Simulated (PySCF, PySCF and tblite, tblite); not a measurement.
# C7H8: telling isomers apart by computed NMR

Can the signals of one isomer of C7H8 be assigned among several candidates?

Programs: PySCF 2.14.0 with density-fitted response routines of our own, and tblite 0.8.0. All values are computed, except where a source is named. Atoms count from 0 throughout.

### 1 The molecule as given

15 atoms, charge 0, multiplicity 1; geometry from: MMFF94s geometry. This is the first candidate.

Bonds of the start (Å): C0–C1 1.50, C0–H7 1.12, C0–H8 1.11, C0–H9 1.11, C1–C2 1.39, C1–C6 1.39, C2–C3 1.38, C2–H10 1.08, C3–C4 1.38, C3–H11 1.08, C4–C5 1.38, C4–H12 1.08, C5–C6 1.38, C5–H13 1.08, C6–H14 1.08.

### 2 GFN2-xTB relaxation, isomer A, conformer 1

Job settings and geometry (Å):

```
{"job": {"xc": "GFN2-xTB", "basis": "xTB", "kind": "relax"}, "charge": 0, "multiplicity": 1}
C      2.208000    -0.110700    -0.103800
C      0.712700    -0.041700    -0.024100
C      0.072400     1.187800     0.081500
C     -1.307000     1.264700     0.139300
C     -2.069700     0.109800     0.092000
C     -1.443200    -1.119300    -0.014600
C     -0.062100    -1.192700    -0.072500
H      2.542800     0.193700    -1.126200
H      2.665700     0.585800     0.634000
H      2.561800    -1.146200     0.093300
H      0.663900     2.092000     0.120600
H     -1.789500     2.227900     0.224600
H     -3.147100     0.168400     0.140200
H     -2.031300    -2.025200    -0.050000
H      0.419900    -2.156900    -0.154100
```

Run with:

```console
OMP_NUM_THREADS=1 python ens_run.py task.json out
```

The driver reads the study from task.json and runs its stages one after another.

Standard output:

```text
step      E/eV     max force
  0    -518.35509    0.838
  1    -518.37796    0.423
  2    -518.38629    0.249
  3    -518.38725    0.143
  4    -518.38781    0.045
  5    -518.38787    0.021
  6    -518.38790    0.010
  7    -518.38791    0.010
  8    -518.38792    0.007
  9    -518.38792    0.005
 10    -518.38793    0.003
```

It took 0.05 s on 1 thread of Arm Neoverse V1, shared host.

The energy fell by 0.033 eV, and the atoms moved 0.01 Å (root mean square).

### 3 Shieldings, isomer A, conformer 1: WP04/pcSseg-1 in chloroform

Job settings and geometry (Å):

```
{"job": {"xc": "WP04", "basis": "pcSseg-1", "solvent": "chloroform", "kind": "nmr", "pop": true}, "charge": 0, "multiplicity": 1}
C      2.207676    -0.110590    -0.104951
C      0.712441    -0.041320    -0.025078
C      0.072380     1.188027     0.081643
C     -1.307028     1.264825     0.140078
C     -2.069511     0.109797     0.092491
C     -1.442947    -1.119375    -0.013951
C     -0.061931    -1.192656    -0.072373
H      2.542564     0.185051    -1.099706
H      2.663370     0.566975     0.614640
H      2.562423    -1.120046     0.087998
H      0.664014     2.092114     0.120334
H     -1.789079     2.228261     0.224322
H     -3.146983     0.168255     0.139612
H     -2.030836    -2.025325    -0.050424
H      0.420670    -2.156639    -0.154369
```

Standard output:

```text
coarse grid: 12568 points
cycle   1  E = -278.2492974341  dE =  9.223e-01  |g| = 6.109e-01  |ddm| = 3.868e+00
cycle   2  E = -278.2358789276  dE =  1.342e-02  |g| = 6.557e-01  |ddm| = 1.388e+00
cycle   3  E = -278.3533394289  dE = -1.175e-01  |g| = 3.179e-02  |ddm| = 7.055e-01
cycle   4  E = -278.3535162604  dE = -1.768e-04  |g| = 1.339e-02  |ddm| = 4.855e-02
cycle   5  E = -278.3535435473  dE = -2.729e-05  |g| = 7.805e-03  |ddm| = 1.534e-02
cycle   6  E = -278.3535576030  dE = -1.406e-05  |g| = 1.551e-03  |ddm| = 6.715e-03
cycle   7  E = -278.3535582281  dE = -6.252e-07  |g| = 3.991e-04  |ddm| = 1.652e-03
final grid: 121432 points
cycle   8  E = -278.4174664262  dE = -6.758e-05  |g| = 8.392e-03  |ddm| = 5.748e-02
cycle   9  E = -278.4174624735  dE =  3.953e-06  |g| = 9.250e-03  |ddm| = 1.816e-02
cycle  10  E = -278.4174852595  dE = -2.279e-05  |g| = 1.045e-03  |ddm| = 9.791e-03
cycle  11  E = -278.4174855213  dE = -2.618e-07  |g| = 4.141e-04  |ddm| = 1.281e-03
cycle  12  E = -278.4174855681  dE = -4.678e-08  |g| = 5.681e-05  |ddm| = 3.659e-04
cycle  13  E = -278.4174855686  dE = -4.702e-10  |g| = 3.530e-05  |ddm| = 6.755e-05
cycle  14  E = -278.4174855689  dE = -3.014e-10  |g| = 2.111e-06  |ddm| = 2.720e-05
converged SCF energy = -278.4174855689

GIAO shielding tensors (ppm)
atom      isotropic    diamagn.    paramagn.     s11        s22        s33       span
  0 C      150.806     246.882     -96.076    131.536    145.456    175.427     43.892
  1 C       30.188     260.654    -230.466    -73.050     -0.647    164.261    237.312
  2 C       41.172     253.053    -211.881    -65.848     32.555    156.810    222.659
  3 C       41.998     254.512    -212.514    -69.461     29.804    165.652    235.113
  4 C       44.829     254.084    -209.255    -64.260     31.233    167.513    231.774
  5 C       41.829     254.518    -212.688    -69.312     29.480    165.319    234.631
  6 C       41.378     253.005    -211.627    -64.833     36.169    152.798    217.632
  7 H       29.297      28.707       0.590     25.747     27.295     34.850      9.103
  8 H       29.460      29.106       0.354     24.853     28.836     34.691      9.838
  9 H       29.778      29.752       0.026     25.051     29.458     34.826      9.775
 10 H       24.676      33.518      -8.842     21.103     23.784     29.142      8.039
 11 H       24.632      30.952      -6.320     21.410     24.864     27.621      6.211
 12 H       24.762      30.448      -5.686     21.583     25.200     27.504      5.921
 13 H       24.661      30.930      -6.269     21.456     24.890     27.636      6.181
 14 H       24.718      33.580      -8.862     21.244     23.977     28.932      7.688
```

Run time: 24 s. Hardware: 1 thread of Arm Neoverse V1, shared host.

In short: HOMO -8.10 eV, LUMO -2.17 eV; dipole 0.51 D.

Orbitals, density, ELF and potential are computed afterwards from the orbital file.

Frontier orbitals at WP04/pcSseg-1, with the share of their density that lies nearest to each atom:

| orbital | energy (eV) | lies on |
| --- | --- | --- |
| HOMO | -8.10 | C1, C4 about 27 % each; C2 11 %; C5, C6 about 8 % each |
| LUMO | -2.17 | C2, C5 about 23 % each; C3, C6 about 10 % each; C1, C4 about 7 % each |

ELF in a plane through or near 13 of the atoms.

Ten even steps from ' ' (0.00) to '@' (1.00):
```
                                                        
                                                        
                                                        
                      ++##++      ==##**                
                    ==@@@@@@++  --@@@@@@%%--            
            ..::    --@@@@@@**  ==@@@@@@@@--            
          **@@@@@@::  ##@@##==##++##@@%%::              
        ..%%@@@@@@##  ..++==--@@..##++::                
          ++@@@@@@##----%%**--##====%%====**%%++        
          ..==++..::@@==++**--  ::##::--@@@@@@@@==      
          ..--++::--%%==--**--  ::**++--@@@@@@@@==      
          ..++####==::--%%++--##==++%%====##%%**        
          ..==++++::  ::++++::@@====++::                
            ..::..    ##@@%%==##++##@@%%..              
                    **@@@@@@++  ++@@@@@@%%--            
                    ##@@@@@@==  --@@@@@@%%::            
                      ++##==      ==##++                
                                                        
                                                        
                                                        
```
The map spans 11.5 Å across and 9.5 Å up, centred on the molecule. Atoms in the plane (x, y in Å): C0 (-2.2, 0.0), C1 (-0.7, 0.0), C2 (0.0, -1.2), C3 (1.4, -1.2), C4 (2.1, 0.0), C5 (1.4, 1.2), C6 (0.0, 1.2), H9 (-2.6, 1.0), H10 (-0.6, -2.1), H11 (1.9, -2.1), H12 (3.2, 0.0), H13 (1.9, 2.1), H14 (-0.5, 2.1).

log10 of the density (e/Å³) in the same plane.

Values, 10 rows by 14 columns:
```
-4.0 -4.0 -4.0 -4.0 -4.0 -4.0 -4.0 -4.0 -4.0 -4.0 -4.0 -4.0 -4.0 -4.0
-4.0 -4.0 -4.0 -4.0 -4.0 -3.3 -2.7 -2.9 -3.0 -2.7 -3.2 -4.0 -4.0 -4.0
-4.0 -4.0 -3.9 -3.1 -2.8 -1.7 -0.7 -1.1 -1.2 -0.7 -1.6 -3.0 -4.0 -4.0
-4.0 -4.0 -2.6 -1.3 -1.0 -1.3  0.1  0.2  0.1  0.1 -1.3 -2.5 -3.6 -4.0
-4.0 -3.6 -2.1 -0.5  0.2 -0.5  0.1  0.3  0.2  0.2 -0.6 -1.2 -2.6 -4.0
-4.0 -3.5 -2.1 -0.5  0.8  0.2  1.1 -0.3 -0.3  1.1  0.2 -0.5 -2.1 -3.8
-4.0 -3.9 -2.5 -1.2 -0.8 -1.1  0.0  0.9  0.9  0.1 -1.2 -1.9 -3.1 -4.0
-4.0 -4.0 -3.6 -2.8 -2.5 -1.4  0.1 -0.5 -0.6  0.1 -1.3 -2.8 -4.0 -4.0
-4.0 -4.0 -4.0 -4.0 -3.7 -2.5 -1.8 -2.2 -2.2 -1.7 -2.5 -3.6 -4.0 -4.0
-4.0 -4.0 -4.0 -4.0 -4.0 -4.0 -3.8 -4.0 -4.0 -3.8 -4.0 -4.0 -4.0 -4.0
```
The map spans 11.5 Å across and 9.5 Å up, centred on the molecule. Atoms in the plane (x, y in Å): C0 (-2.2, 0.0), C1 (-0.7, 0.0), C2 (0.0, -1.2), C3 (1.4, -1.2), C4 (2.1, 0.0), C5 (1.4, 1.2), C6 (0.0, 1.2), H9 (-2.6, 1.0), H10 (-0.6, -2.1), H11 (1.9, -2.1), H12 (3.2, 0.0), H13 (1.9, 2.1), H14 (-0.5, 2.1).

On the surface of density 0.002 e/bohr³ the electrostatic potential runs, from the 1st to the 99th percentile, from -0.86 V near C4 to 0.77 V near H14.

### 4 Single-point energy, isomer A, conformer 1: PBE0/def2-SVP in chloroform

The job, as its differences from that of step 3:

```diff
@@ -1,2 +1,2 @@
-{"job": {"xc": "WP04", "basis": "pcSseg-1", "solvent": "chloroform", "kind": "nmr", "pop": true}, "charge": 0, "multiplicity": 1}
+{"job": {"xc": "PBE0", "basis": "def2-SVP", "solvent": "chloroform", "kind": "sp"}, "charge": 0, "multiplicity": 1}
 C      2.207676    -0.110590    -0.104951
```

Standard output:

```text
coarse grid: 12568 points
cycle   1  E = -270.9693365315  dE =  1.048e+00  |g| = 3.369e-01  |ddm| = 4.644e+00
cycle   2  E = -270.9768106423  dE = -7.474e-03  |g| = 3.115e-01  |ddm| = 8.305e-01
cycle   3  E = -271.0036041006  dE = -2.679e-02  |g| = 1.435e-02  |ddm| = 3.694e-01
cycle   4  E = -271.0036386348  dE = -3.453e-05  |g| = 7.912e-03  |ddm| = 2.934e-02
cycle   5  E = -271.0036508644  dE = -1.223e-05  |g| = 3.887e-03  |ddm| = 1.186e-02
cycle   6  E = -271.0036551150  dE = -4.251e-06  |g| = 5.376e-04  |ddm| = 4.713e-03
final grid: 121432 points
cycle   7  E = -271.0446974496  dE = -3.308e-05  |g| = 7.011e-03  |ddm| = 4.318e-02
cycle   8  E = -271.0446983902  dE = -9.407e-07  |g| = 6.891e-03  |ddm| = 1.634e-02
cycle   9  E = -271.0447115097  dE = -1.312e-05  |g| = 7.041e-04  |ddm| = 8.357e-03
cycle  10  E = -271.0447116352  dE = -1.255e-07  |g| = 2.150e-04  |ddm| = 9.888e-04
cycle  11  E = -271.0447116477  dE = -1.249e-08  |g| = 3.268e-05  |ddm| = 2.537e-04
cycle  12  E = -271.0447116479  dE = -1.858e-10  |g| = 1.872e-05  |ddm| = 5.253e-05
converged SCF energy = -271.0447116479
```

Run time: 6 s. Hardware: 1 thread of Arm Neoverse V1, shared host.

Key values: HOMO -6.96 eV, LUMO -0.02 eV; dipole 0.52 D.

### 5 Boltzmann average, isomer A: properties at WP04/pcSseg-1 in chloroform

Job settings and geometry (Å):

```
{"job": {"study": "conf", "smiles": "Cc1ccccc1", "search": {"seed": 9696, "n_embed": 60, "ff_keep": 14, "window": 2.5, "nmax": 6, "temps": [250, 298.15, 350], "t_ref": 298.15, "order": 0.002}, "level": {"nmr": {"xc": "WP04", "basis": "pcSseg-1", "solvent": "chloroform"}, "sp": {"xc": "PBE0", "basis": "def2-SVP", "solvent": "chloroform"}}, "kind": "conf"}, "charge": 0, "multiplicity": 1}
C      2.207676    -0.110590    -0.104951
C      0.712441    -0.041320    -0.025078
C      0.072380     1.188027     0.081643
C     -1.307028     1.264825     0.140078
C     -2.069511     0.109797     0.092491
C     -1.442947    -1.119375    -0.013951
C     -0.061931    -1.192656    -0.072373
H      2.542564     0.185051    -1.099706
H      2.663370     0.566975     0.614640
H      2.562423    -1.120046     0.087998
H      0.664014     2.092114     0.120334
H     -1.789079     2.228261     0.224322
H     -3.146983     0.168255     0.139612
H     -2.030836    -2.025325    -0.050424
H      0.420670    -2.156639    -0.154369
```

Standard output:

```text
conformer  sym    E(xTB)   E(DFT)   G(298.15 K)  weight  dipole/D
    1     C1      0.000    0.000    0.000   1.0000    0.520

mean shielding (ppm) by class
class atoms           250 K   298.15 K      350 K
  0 C  0            150.806    150.806    150.806
  1 C  1             30.188     30.188     30.188
  2 C  2,6           41.275     41.275     41.275
  3 C  3,5           41.914     41.914     41.914
  4 C  4             44.829     44.829     44.829
  5 H  7,8,9         29.512     29.512     29.512
  6 H  10,14         24.697     24.697     24.697
  7 H  11,13         24.646     24.646     24.646
  8 H  12            24.762     24.762     24.762
```

It took 31 s on 1 thread of Arm Neoverse V1, shared host. This counts the runs that the step sums up.

The search (ETKDG and KDG, MMFF94s, GFN2-xTB) embedded 60 structures, kept 1 distinct ones after the force field and 1 after xTB; 1 was carried on (window 2.5 kcal/mol at the search's own energies). Energies: PBE0/def2-SVP in chloroform with D3(BJ).

The conformers at 298 K:

| no. | group | mirror pair | ΔE xTB | ΔE DFT | ΔG | weight (%) | μ (D) | A, B, C (GHz) |
| --- | --- | --- | --- | --- | --- | --- | --- | --- |
| 1 | C1 | no | 0.00 | 0.00 | 0.00 | 100.0 | 0.52 | 5.61, 2.56, 1.78 |

Energies in kcal/mol. ΔG holds xTB vibrations and rotation, symmetry numbers and mirror pairs.

Shifts against references run at the same level (¹³C TMS 175.7, ¹H TMS 31.98 ppm of shielding), by class of atoms, at 298 K:

| atoms | environment | average |
| --- | --- | --- |
| C1 | substituted aromatic carbon | 145.5 |
| C2, C6 | aromatic CH | 134.4 |
| C3, C5 | aromatic CH | 133.8 |
| C4 | aromatic CH | 130.9 |
| C0 | methyl carbon on an aromatic ring | 24.9 |
| H11, H13 | hydrogen on an aromatic CH | 7.34 |
| H10, H14 | hydrogen on an aromatic CH | 7.29 |
| H12 | hydrogen on an aromatic CH | 7.22 |
| H7, H8, H9 | hydrogen on a methyl carbon on an aromatic ring | 2.47 |

Effective distances for nuclear Overhauser effects, ⟨r⁻⁶⟩^(−1/6) over all pairs of two classes (Å): H11···H12 2.47; H10···H11 2.75; H7···H10 2.82.

### 6 GFN2-xTB relaxation, isomer B, conformer 1

Job settings and geometry (Å):

```
{"job": {"xc": "GFN2-xTB", "basis": "xTB", "kind": "relax"}, "charge": 0, "multiplicity": 1}
C     -1.996100    -1.465700    -0.128300
C     -0.707000    -1.176100    -0.267800
C     -0.053900     0.089000     0.041700
C     -0.891800     1.248700     0.534700
C      1.235500     0.231100    -0.129600
C      2.380800     0.994200    -0.091900
C      2.473900    -0.255300    -0.505900
H     -2.370500    -2.446900    -0.374300
H     -2.727500    -0.743800     0.226300
H     -0.052600    -1.975500    -0.616400
H     -0.287900     2.134300     0.723300
H     -1.381300     0.979300     1.491700
H     -1.666200     1.516400    -0.176100
H      2.922900     1.883400     0.100400
H      3.117200    -1.005100    -0.849600
```

Standard output:

```text
step      E/eV     max force
  0    -514.27228    4.155
  1    -514.28946    5.202
  2    -514.48887    0.785
  3    -514.50682    0.357
  4    -514.51475    0.283
  5    -514.52299    0.190
  6    -514.52562    0.105
  7    -514.52715    0.073
  8    -514.52764    0.075
  9    -514.52790    0.047
 10    -514.52806    0.029
 11    -514.52806    0.029
 12    -514.52811    0.025
 13    -514.52820    0.023
 14    -514.52824    0.025
 15    -514.52833    0.030
 16    -514.52843    0.034
 17    -514.52855    0.030
 18    -514.52865    0.035
 19    -514.52874    0.028
 20    -514.52881    0.026
 21    -514.52886    0.022
 22    -514.52890    0.019
 23    -514.52892    0.016
 24    -514.52895    0.010
 25    -514.52896    0.010
 26    -514.52898    0.009
 27    -514.52899    0.006
 28    -514.52899    0.004
 29    -514.52899    0.004
```

Wall time 0.14 s (1 thread of Arm Neoverse V1, shared host).

Relaxing gained 0.257 eV and moved the atoms by 0.04 Å on average (rms).

**GFN2-xTB relaxation, isomer B, conformer 2**

Job settings and geometry (Å):

```
{"job": {"xc": "GFN2-xTB", "basis": "xTB", "kind": "relax"}, "charge": 0, "multiplicity": 1}
C     -1.906400     1.256900     0.275400
C     -1.415600     0.117500    -0.206500
C     -0.098800    -0.432200     0.151600
C     -0.063600    -1.905800     0.362500
C      0.980700     0.308400     0.220400
C      2.334300     0.436900     0.423100
C      1.642100     1.521500     0.116800
H     -2.898000     1.596500    -0.017400
H     -1.361100     1.885200     0.971400
H     -2.020900    -0.488600    -0.868700
H     -0.388200    -2.451900    -0.529500
H     -0.725000    -2.200200     1.201100
H      0.940800    -2.260300     0.628900
H      3.300900     0.058000     0.650200
H      1.674400     2.566100    -0.052300
```

Standard output:

```text
step      E/eV     max force
  0    -514.16849    4.708
  1    -514.13642    6.390
  2    -514.39207    0.718
  3    -514.40684    0.366
  4    -514.41331    0.251
  5    -514.42175    0.187
  6    -514.42386    0.107
  7    -514.42570    0.102
  8    -514.42649    0.096
  9    -514.42718    0.083
 10    -514.42780    0.070
 11    -514.42864    0.089
 12    -514.42969    0.102
 13    -514.43120    0.143
 14    -514.43308    0.158
 15    -514.43516    0.133
 16    -514.43734    0.161
 17    -514.43978    0.164
 18    -514.44271    0.140
 19    -514.44638    0.168
 20    -514.45091    0.189
 21    -514.45630    0.212
 22    -514.46182    0.202
 23    -514.46645    0.167
 24    -514.46911    0.254
 25    -514.47014    0.230
 26    -514.47278    0.120
 27    -514.47375    0.081
 28    -514.47597    0.071
 29    -514.47698    0.076
 30    -514.47794    0.079
 31    -514.47861    0.081
 32    -514.47944    0.068
 33    -514.48012    0.071
 34    -514.48093    0.073
 35    -514.48160    0.065
 36    -514.48217    0.058
 37    -514.48269    0.053
 38    -514.48323    0.057
 39    -514.48379    0.066
 40    -514.48442    0.073
 41    -514.48522    0.078
 42    -514.48626    0.078
 43    -514.48731    0.077
 44    -514.48768    0.140
 45    -514.48853    0.050
 46    -514.48893    0.041
 47    -514.48944    0.040
 48    -514.48944    0.040
 49    -514.48953    0.028
 50    -514.48967    0.027
 51    -514.48973    0.032
 52    -514.48987    0.042
 53    -514.49001    0.051
 54    -514.49009    0.049
 55    -514.49017    0.022
 56    -514.49029    0.030
 57    -514.49037    0.035
 58    -514.49049    0.034
 59    -514.49058    0.028
 60    -514.49066    0.021
 61    -514.49073    0.022
 62    -514.49079    0.020
 63    -514.49084    0.020
 64    -514.49090    0.020
 65    -514.49094    0.019
 66    -514.49099    0.019
 67    -514.49103    0.014
 68    -514.49106    0.012
 69    -514.49110    0.020
 70    -514.49114    0.023
 71    -514.49118    0.016
 72    -514.49123    0.016
 73    -514.49127    0.018
 74    -514.49132    0.024
 75    -514.49138    0.025
 76    -514.49143    0.017
 77    -514.49147    0.016
 78    -514.49151    0.017
 79    -514.49154    0.016
 80    -514.49158    0.016
 81    -514.49162    0.016
 82    -514.49165    0.013
 83    -514.49168    0.012
 84    -514.49171    0.012
 85    -514.49173    0.014
 86    -514.49176    0.013
 87    -514.49178    0.012
 88    -514.49180    0.012
 89    -514.49182    0.010
 90    -514.49184    0.012
 91    -514.49186    0.014
 92    -514.49189    0.019
 93    -514.49193    0.024
 94    -514.49200    0.024
 95    -514.49207    0.021
 96    -514.49215    0.021
 97    -514.49223    0.028
 98    -514.49234    0.033
 99    -514.49244    0.025
100    -514.49249    0.014
101    -514.49251    0.012
102    -514.49253    0.011
103    -514.49256    0.015
104    -514.49259    0.014
105    -514.49261    0.011
106    -514.49263    0.010
107    -514.49264    0.011
108    -514.49265    0.010
109    -514.49266    0.005
110    -514.49267    0.004
```

It took 0.54 s on 1 thread of Arm Neoverse V1, shared host.

Gain 0.324 eV; displacement 0.40 Å root mean square.

### 7 Shieldings, isomer B, conformer 1: WP04/pcSseg-1 in chloroform

Job settings and geometry (Å):

```
{"job": {"xc": "WP04", "basis": "pcSseg-1", "solvent": "chloroform", "kind": "nmr", "pop": false}, "charge": 0, "multiplicity": 1}
C     -2.008663    -1.458721    -0.123944
C     -0.715156    -1.181648    -0.255570
C     -0.082636     0.091163     0.041367
C     -0.918983     1.237052     0.547466
C      1.222322     0.235527    -0.134853
C      2.452073     1.004505    -0.099116
C      2.536214    -0.250568    -0.512197
H     -2.401073    -2.431427    -0.366782
H     -2.722751    -0.734629     0.227625
H     -0.042001    -1.951003    -0.614446
H     -0.298372     2.112819     0.719314
H     -1.407917     0.967339     1.482905
H     -1.690987     1.493673    -0.177082
H      2.937394     1.926643     0.112008
H      3.136124    -1.052737    -0.868606
```

Standard output:

```text
coarse grid: 12568 points
cycle   1  E = -278.0848802809  dE =  9.668e-01  |g| = 6.536e-01  |ddm| = 3.750e+00
cycle   2  E = -278.0363524824  dE =  4.853e-02  |g| = 7.721e-01  |ddm| = 1.403e+00
cycle   3  E = -278.1994767221  dE = -1.631e-01  |g| = 1.533e-01  |ddm| = 8.833e-01
cycle   4  E = -278.2054241872  dE = -5.947e-03  |g| = 3.906e-02  |ddm| = 1.767e-01
cycle   5  E = -278.2057646769  dE = -3.405e-04  |g| = 1.313e-02  |ddm| = 3.689e-02
cycle   6  E = -278.2058034217  dE = -3.874e-05  |g| = 3.118e-03  |ddm| = 1.319e-02
cycle   7  E = -278.2058055177  dE = -2.096e-06  |g| = 7.962e-04  |ddm| = 3.023e-03
final grid: 121432 points
cycle   8  E = -278.2731993698  dE = -6.636e-05  |g| = 8.233e-03  |ddm| = 6.086e-02
cycle   9  E = -278.2731960417  dE =  3.328e-06  |g| = 9.057e-03  |ddm| = 1.495e-02
cycle  10  E = -278.2732171351  dE = -2.109e-05  |g| = 1.169e-03  |ddm| = 7.877e-03
cycle  11  E = -278.2732174707  dE = -3.356e-07  |g| = 3.831e-04  |ddm| = 1.428e-03
cycle  12  E = -278.2732175043  dE = -3.359e-08  |g| = 1.182e-04  |ddm| = 3.522e-04
cycle  13  E = -278.2732175074  dE = -3.162e-09  |g| = 2.070e-05  |ddm| = 9.585e-05
cycle  14  E = -278.2732175075  dE = -7.878e-11  |g| = 9.690e-06  |ddm| = 2.504e-05
converged SCF energy = -278.2732175075

GIAO shielding tensors (ppm)
atom      isotropic    diamagn.    paramagn.     s11        s22        s33       span
  0 C       71.408     255.656    -184.248    -25.181     80.180    159.225    184.406
  1 C       30.452     253.045    -222.594    -83.678     36.257    138.776    222.454
  2 C       81.251     258.809    -177.558     20.619     71.305    151.828    131.209
  3 C      156.009     248.196     -92.186    147.358    149.253    171.417     24.059
  4 C       50.494     243.574    -193.080    -49.095     12.153    188.424    237.520
  5 C       33.780     258.091    -224.311    -81.719      1.047    182.010    263.729
  6 C       31.750     257.527    -225.777    -81.034     -4.657    180.940    261.974
  7 H       27.417      29.275      -1.858     25.788     25.946     30.516      4.728
  8 H       27.497      32.960      -5.463     25.286     25.588     31.617      6.331
  9 H       25.528      33.405      -7.876     23.463     24.276     28.846      5.383
 10 H       30.106      30.932      -0.826     25.820     29.473     35.025      9.205
 11 H       30.119      30.570      -0.451     26.628     28.210     35.517      8.889
 12 H       30.118      30.567      -0.449     26.626     28.216     35.513      8.888
 13 H       23.736      33.506      -9.770     21.816     24.652     24.741      2.925
 14 H       23.633      33.470      -9.837     21.728     24.538     24.634      2.906
```

It took 16 s on 1 thread of Arm Neoverse V1, shared host.

Key values: HOMO -6.66 eV, LUMO -2.66 eV; dipole 3.53 D.

[end of part 1 of 3]
